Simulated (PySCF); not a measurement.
**RuCl₂: singlet, from a linear start**

Where does singlet RuCl₂ go from a linear start, is the end point a minimum, and what are its modes, charges and moments?

Computed with PySCF 2.14.0. Level: PBE0, basis Ru def2-SVP with ECP28, Cl def2-SVP, scalar-relativistic core potentials, no spin–orbit coupling, density fitting.

### Step 1. The system as given

3 atoms, charge 0, spin multiplicity 1.

Bond lengths: Ru1–Cl2 2.240 Å, Ru1–Cl3 2.240 Å. Angles: Cl2–Ru1–Cl3 180.0°.

```xyz
3
charge 0 multiplicity 1
Ru    0.0000    0.0000    0.0000
Cl    0.0000    0.0000    2.2400
Cl    0.0000    0.0000   -2.2400
```

### Step 2. Relaxing the singlet from the linear start

The steps below are one call of a driver around PySCF. For each, scf.py gives the equivalent set-up of the SCF; relaxations use the driver's own optimiser. Before each start the driver seeks the lowest SCF state from one or more starting densities and follows internal instabilities, so scf.py alone need not reach the same state.

The program finds D∞h symmetry in the start, which this walk keeps.

File scf.py:

```python
from pyscf import gto, scf, dft
mol = gto.M(atom='''
Ru     0.000000     0.000000     0.000000
Cl     0.000000     0.000000     2.240000
Cl     0.000000     0.000000    -2.240000''',
    basis={'Ru': 'def2-SVP', 'Cl': 'def2-SVP'},
    ecp={'Ru': 'def2-SVP'},
    charge=0, spin=0)
mf = dft.RKS(mol, xc='PBE0')
mf.grids.atom_grid = (50, 194)
aux = {'Ru': 'def2-universal-JKFIT', 'Cl': 'def2-universal-JKFIT'}
mf = mf.density_fit(auxbasis=aux)
mf.kernel()
```

Steps of the walk:

| step | energy (Eh) | change (kJ/mol) | largest symmetric gradient (Eh/bohr) |
| --- | --- | --- | --- |
| 0 | -1014.639567 | 0.00 | 0.00210 |
| 1 | -1014.639592 | -0.07 | 0.00037 |
| 2 | -1014.639593 | -0.07 | 0.00000 |

The walk ran for 1.9 s (4 threads, shared host).

Geometry (Å) and forces (eV/Å) at some steps:

```
step 0
Ru   0.000   0.000   0.000   0.000   0.000   0.000
Cl   0.000   0.000   2.240   0.000   0.000  -0.108
Cl   0.000   0.000  -2.240   0.000   0.000   0.108
step 1
Ru   0.000   0.000   0.000   0.000   0.000   0.000
Cl   0.000   0.000   2.235   0.000   0.000  -0.019
Cl   0.000   0.000  -2.235   0.000   0.000   0.019
step 2
Ru   0.000   0.000   0.000   0.000   0.000   0.000
Cl   0.000   0.000   2.234   0.000   0.000   0.000
Cl   0.000   0.000  -2.234   0.000   0.000   0.000
```

After 2 steps and 0.1 kJ/mol it ends at D∞h: Ru–Cl 2.234 Å (×2); Cl–Ru–Cl 180.0°.

### Step 3. Is it a minimum? Harmonic modes

The point is checked on the finer grid, and tightened if its gradient asks for it. The Hessian and the dipole derivatives come from central differences of analytic gradients, with steps of 0.01 bohr.

scf.py: that of step 2 with these lines changed.

```diff
@@ -4,2 +4,2 @@
-Cl     0.000000     0.000000     2.240000
-Cl     0.000000     0.000000    -2.240000''',
+Cl     0.000000     0.000000     2.233452
+Cl    -0.000000     0.000000    -2.233452''',
@@ -10 +10 @@
-mf.grids.atom_grid = (50, 194)
+mf.grids.atom_grid = (75, 302)
```

This SCF starts from the last density.

SCF at the final geometry:

```text
init E= -1014.63957198941
  HOMO = -0.256304651396511  LUMO = -0.170394805652877  gap/eV = 2.33773
cycle= 1 E= -1014.63957198922  delta_E= 1.93e-10  |g|= 3.1e-05  |ddm|= 4.81e-05
  HOMO = -0.256296633901956  LUMO = -0.170384083661247  gap/eV = 2.33780
cycle= 2 E= -1014.63957198762  delta_E= 1.61e-09  |g|= 8.2e-05  |ddm|= 0.000109
  HOMO = -0.25630233061355  LUMO = -0.170391775344468  gap/eV = 2.33775
cycle= 3 E= -1014.63957198953  delta_E= -1.91e-09  |g|= 2.02e-06  |ddm|= 7.93e-05
  HOMO = -0.256302126500511  LUMO = -0.170391549170828  gap/eV = 2.33775
cycle= 4 E= -1014.63957198959  delta_E= -6.73e-11  |g|= 1.8e-06  |ddm|= 5.24e-05
  HOMO = -0.256302023265137  LUMO = -0.17039145791898  gap/eV = 2.33775
Extra cycle  E= -1014.63957198962  delta_E= -2.68e-11  |g|= 1.8e-06  |ddm|= 2.17e-05
converged SCF energy = -1014.63957198962
```

The whole step took 6.4 s.

Geometry: D∞h; Ru–Cl 2.233 Å (×2); Cl–Ru–Cl 180.0°.

Modes, for the most abundant isotopes:

| ω (cm⁻¹) | IR (km/mol) | type |
| --- | --- | --- |
| 72i | 5.3 | bend |
| 121 | 5.4 | bend |
| 368 | 0.0 | stretch |
| 432 | 139 | stretch |

With 1 mode imaginary (up to 72i cm⁻¹) this point is a saddle.

The SCF density has lower symmetry than the nuclear frame, so the modes carry no labels; pairs that should be degenerate can split.

Constants and moments:

* Dipole moment: 0.00 D
* Highest occupied level: -6.97 eV
* Lowest empty level: -4.64 eV
* Rotational constants: 0.04832 cm⁻¹
* Zero-point energy (real modes): 5.5 kJ/mol
* Principal polarisabilities: 26.7, 34.3, 91.7 bohr³
* Atomisation energy without zero-point energy: 504 kJ/mol
* Principal traceless quadrupole moments about the centre of mass: -8.75, 3.01, 5.74 D Å

Populations by atom (charges in e):

| atom | Mulliken | Löwdin | polar tensor | Mayer order to Ru1 |
| --- | --- | --- | --- | --- |
| Ru1 | 0.37 | -0.28 | 1.13 | – |
| Cl2,3 | -0.19 | 0.14 | -0.56 | 1.24 |

Mulliken populations on Ru1 (outside its core potential): s 2.29, p 6.35, d 6.98, f 0.01.

### Step 4. Following the imaginary mode

The atoms are moved a little along the softest imaginary mode and relaxed again.

The program finds C2v symmetry in the start, which this walk keeps. Threshold on the gradient: 0.0003 Eh/bohr, with a further test on the energy change.

scf.py: that of step 3 with these lines changed.

```diff
@@ -3,3 +3,3 @@
-Ru     0.000000     0.000000     0.000000
-Cl     0.000000     0.000000     2.233452
-Cl    -0.000000     0.000000    -2.233452''',
+Ru    -0.076640    -0.153509    -0.000000
+Cl     0.111670     0.223673     2.233452
+Cl     0.111670     0.223673    -2.233452''',
@@ -10 +10 @@
-mf.grids.atom_grid = (75, 302)
+mf.grids.atom_grid = (50, 194)
```

Energy and gradient, step by step:

```
step   energy (Eh)  change (kJ/mol)  largest symmetric gradient (Eh/bohr)
   0  -1014.640463             0.00                               0.01348
   1  -1014.641845            -3.63                               0.00377
   2  -1014.642517            -5.39                               0.00423
   3  -1014.643884            -8.98                               0.00354
   4  -1014.644375           -10.27                               0.00185
   5  -1014.644428           -10.41                               0.00259
   6  -1014.644466           -10.51                               0.00124
   7  -1014.644480           -10.55                               0.00004
```

The walk took 6.1 s.

It settles in C2v symmetry, 10.5 kJ/mol below the start, after 7 steps: Ru–Cl 2.220 Å (×2); Cl–Ru–Cl 130.2°.

### Step 5. Is it a minimum? Harmonic modes

The same treatment as at the point before.

scf.py: that of step 4 with these lines changed.

```diff
@@ -3,3 +3,3 @@
-Ru    -0.076640    -0.153509    -0.000000
-Cl     0.111670     0.223673     2.233452
-Cl     0.111670     0.223673    -2.233452''',
+Ru    -0.170045    -0.340598    -0.000000
+Cl     0.247768     0.496276     2.013412
+Cl     0.247768     0.496276    -2.013412''',
@@ -10 +10 @@
-mf.grids.atom_grid = (50, 194)
+mf.grids.atom_grid = (75, 302)
```

Log of the central SCF (cycles and frontier levels):

```text
init E= -1014.64451347004
  HOMO = -0.254873788757544  LUMO = -0.169052651683474  gap/eV = 2.33531
cycle= 1 E= -1014.64451347009  delta_E= -4.41e-11  |g|= 3.44e-06  |ddm|= 2.63e-05
  HOMO = -0.254872894988432  LUMO = -0.169051819666097  gap/eV = 2.33531
Extra cycle  E= -1014.64451347011  delta_E= -2.43e-11  |g|= 7.06e-06  |ddm|= 2.55e-05
converged SCF energy = -1014.64451347011
```

The whole step took 7.1 s.

Geometry: C2v; Ru–Cl 2.220 Å (×2); Cl–Ru–Cl 130.2°.

Modes, for the most abundant isotopes:

```csv
symmetry,ω (cm⁻¹),IR (km/mol),type
a1,69,5.2,bend
a1,385,11.1,stretch
b2,428,84.3,stretch
```

Every mode is real; the point is a minimum.

Properties at this point:

| Property | Result |
| --- | --- |
| Dipole moment | 2.21 D |
| Highest occupied level | -6.94 eV |
| Lowest empty level | -4.60 eV |
| Rotational constants | 0.4646, 0.05946, 0.05271 cm⁻¹ |
| Zero-point energy | 5.3 kJ/mol |
| Principal polarisabilities | 31.2, 43.4, 77.7 bohr³ |
| Atomisation energy without zero-point energy | 517 kJ/mol |
| Principal traceless quadrupole moments about the centre of mass | -6.93, 2.58, 4.35 D Å |
| Entropy at 298.15 K and 1 bar | 303.6 J/(mol K) |
| Heat capacity Cp at 298.15 K | 53.7 J/(mol K) |
| Enthalpy at 298.15 K above 0 K | 13.60 kJ/mol |
| Rotational symmetry number | 2 |

Populations by atom (charges in e):

```
 atom  Mulliken  Löwdin  polar tensor  Mayer order to Ru1
  Ru1      0.39   -0.29          1.03                   –
Cl2,3     -0.20    0.14         -0.52                1.23
```

Mulliken populations on Ru1 (outside its core potential): s 2.22, p 6.36, d 7.01, f 0.01.

### Step 6. Would spin polarisation lower it?

At the lowest minimum the closed shell is tested against spin polarisation, on the (50, 194) grid. It is unstable: an open-shell solution lies lower. That solution was not followed to a minimum here.

### Step 7. The points found, side by side

| spin | group | bonds | imaginary modes (cm⁻¹) | ΔE (kJ/mol) | with zero-point energy |
| --- | --- | --- | --- | --- | --- |
| singlet | C2v | Ru–Cl 2.220 Å (×2) | none | 0.0 | 0.0 |
| singlet | D∞h (density of lower symmetry) | Ru–Cl 2.233 Å (×2) | 72i | 13.0 | – |

### Step 8. What came out

| quantity | value |
| --- | --- |
| minimum | singlet, C2v (closed shell, unstable towards spin polarisation) |
| geometry | Ru–Cl 2.220 Å (×2); Cl–Ru–Cl 130.2° |
| wavenumbers (cm⁻¹) | 69 (a1), 385 (a1), 428 (b2) |
| dipole moment | 2.21 D |
| highest occupied, lowest empty level | -6.94, -4.60 eV |
| polar-tensor charge of Ru1 | +1.03 e |
| zero-point energy | 5.3 kJ/mol |

**Reading.** From D∞h at the start the molecule goes to a C2v minimum, after a stop at a saddle point 13.0 kJ/mol higher, from which it was pushed off along an imaginary mode. In the infrared the band at 428 cm⁻¹ (b2, stretch) leads. Only this shape and spin were tried, so other structures or states may lie lower. Modes under about 90 cm⁻¹ are uncertain by tens of cm⁻¹. The closed shell proved unstable towards spin polarisation, so a lower open-shell solution exists.

The search up to here ran for 25 s (4 threads, shared host).
